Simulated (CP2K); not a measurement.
The system is AlIn.

```xyz
2
Lattice="3.0541 0.0000 0.0000 -1.5271 2.6450 0.0000 0.0000 0.0000 5.8280" Properties=species:S:1:pos:R:3 pbc="T T T"
Al    0.0000    0.0000    0.0000
In    0.0000    0.0000    2.9140
```

The cell was built by a generator and needn't be a form met in nature.

Base run:

* Program: CP2K 2026.2
* Functional: BEEF-vdW
* Potentials or basis: POTENTIAL_UZH Al GTH-PBE-q3, In GTH-PBE-q13; TZVP-MOLOPT-PBE-GTH basis
* Density cutoff: 9184 eV
* k mesh: 10 × 10 × 5
* Occupations: fermi-dirac, width 0.05 eV
* Spin: no spin polarisation

Its results: band gap on the k mesh none (metal or under the smearing width); pressure 1.0 GPa.

Task: After a change of settings the same cell gave: band gap on the k mesh none (metal or under the smearing width); pressure -1.8 GPa. Which change was it?
A. functional from BEEF-vdW to PW91
B. functional from BEEF-vdW to BLYP
C. functional from BEEF-vdW to PBEsol
D. functional from BEEF-vdW to PBE

Result: C.

Caveats: the potentials were made for another functional, which shifts forces and pressure; the basis of atomic orbitals isn't converged, which shifts pressures, moduli and gaps.
